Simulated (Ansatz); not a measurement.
Task: a point defect in a supercell of SnTe, space group F-43m, with Ansatz's Python interface. Give the script and its output. Level of theory (first run): r2SCAN, PAW, cutoff 530 eV, 2×2×2 k-points, Fermi-Dirac smearing of 0.05 eV.

```yaml
crystal:
  lattice:
    - [0.00000, 3.61115, 3.61115]
    - [3.61115, 0.00000, 3.61115]
    - [3.61115, 3.61115, 0.00000]
  atoms:
    - { symbol: Sn, position: [0.00000, 0.00000, 0.00000] }
    - { symbol: Te, position: [0.75000, 0.75000, 0.75000] }
```

Script `defect_snte.py`:
```python
"""Point defect (vacancy) in SnTe."""

import ansatz as az
import numpy as np


def main() -> None:
    lattice = az.Lattice.of(
        (0.0, 3.61115, 3.61115),
        (3.61115, 0.0, 3.61115),
        (3.61115, 3.61115, 0.0),
    )
    sites = [
        ("Sn", (0.0, 0.0, 0.0)),
        ("Te", (0.75, 0.75, 0.75)),
    ]
    cell = az.Crystal(lattice=lattice)
    for symbol, position in sites:
        cell = cell.atom(symbol, position)
    host = cell.supercell(2)
    defective = host.vacancy("Te", at=(0.75, 0.75, 0.75))

    def prepare(structure):
        return (
            structure.calculation()
            .functional("r2SCAN")
            .kpoints(2, 2, 2)
            .pseudopotentials("paw")
            .basis(530)
            .occupations("fermi_dirac", width=0.05)
            .band_table()
        )


    # the dielectric constant is a typed guess; take it from a response run in earnest
    perfect = prepare(host).run().report
    base = (
        prepare(defective)
        .charge(2)
        .charged_corrections(epsilon=3.0)
        .relax(force_tolerance=0.05, max_steps=25)
    )
    out = base.run()
    rep = out.report

    n_host, n_defect = len(perfect["lattice"]["sites"]), len(rep["lattice"]["sites"])
    print(f"perfect cell: {n_host} atoms, F = {perfect['free_energy_ev']:.4f} eV")
    print(f"defect cell:  {n_defect} atoms, F = {rep['free_energy_ev']:.4f} eV")
    # chemical potentials are still to be added to this difference
    print(f"difference {rep['free_energy_ev'] - perfect['free_energy_ev']:.4f} eV (no chemical potentials)")
    print(f"point-charge correction {out.charged_corrections().monopole_ev:.3f} eV at charge {2:+d}")

    for label, run in (("perfect", perfect), ("defect", rep)):
        levels, filled = np.array(run["eigenvalues_ev"][0]), np.array(run["occupations"][0])
        top = int(np.argmin(np.abs(levels - run["fermi_energy_ev"])))
        window = slice(max(top - 3, 0), top + 4)
        print(label, "levels near E_F at the first k-point:", ", ".join(f"{e - run['fermi_energy_ev']:.2f} ({f:.2f})" for e, f in zip(levels[window], filled[window])))

    pull = np.linalg.norm(rep["forces_ev_ang"], axis=1)
    for atom in np.argsort(-pull)[:5]:
        print(f"force on {out.lattice.sites[atom].symbol}{atom}: {pull[atom]:.3f} eV/A")


if __name__ == "__main__":
    main()
```

`python defect_snte.py` gives:
```text
perfect cell: 16 atoms, F = -104266.9918 eV
defect cell:  15 atoms, F = -97280.4322 eV
difference 6986.5596 eV (no chemical potentials)
point-charge correction 3.047 eV at charge +2
perfect levels near E_F at the first k-point: -0.84 (2.00), -0.84 (2.00), -0.84 (2.00), 0.06 (0.44), 0.06 (0.44), 0.06 (0.44), 0.96 (0.00)
defect levels near E_F at the first k-point: -0.84 (2.00), -0.84 (2.00), -0.84 (2.00), 0.44 (0.00), 0.61 (0.00), 0.61 (0.00), 1.19 (0.00)
force on Sn5: 0.053 eV/A
force on Sn13: 0.053 eV/A
force on Sn9: 0.053 eV/A
force on Sn11: 0.053 eV/A
force on Te6: 0.005 eV/A
```

Reading the output:
- Total energies depend on the potentials; only differences at equal settings carry meaning. A total without «per atom» is that of the cell as typed.
- The computed bands are complete only to about 2.4 eV above the Fermi level.
- The relaxation stopped at 0.031 eV/Å, so the energy gained is a lower bound and displacements are uncertain.
- The difference holds no chemical potentials.
- Each cell's levels count from its own Fermi level and aren't aligned; one k-point can hide that the defect cell is metallic.
- This cell is a computed structure, which may not be the phase found in nature.
- Levels are Kohn-Sham eigenvalues on this mesh, without spin-orbit coupling.
- The supercell is small, so the defect meets its images and the energies aren't those of an isolated defect; a partly filled defect level may also lower its energy by spin or distortion. For a charged cell the difference holds no correction, alignment or term for the electrons' reservoir.
- Hardware and time: 5.2 min on 1 thread of Arm Neoverse V2, with other jobs on the host, peak memory 2.4 GiB.
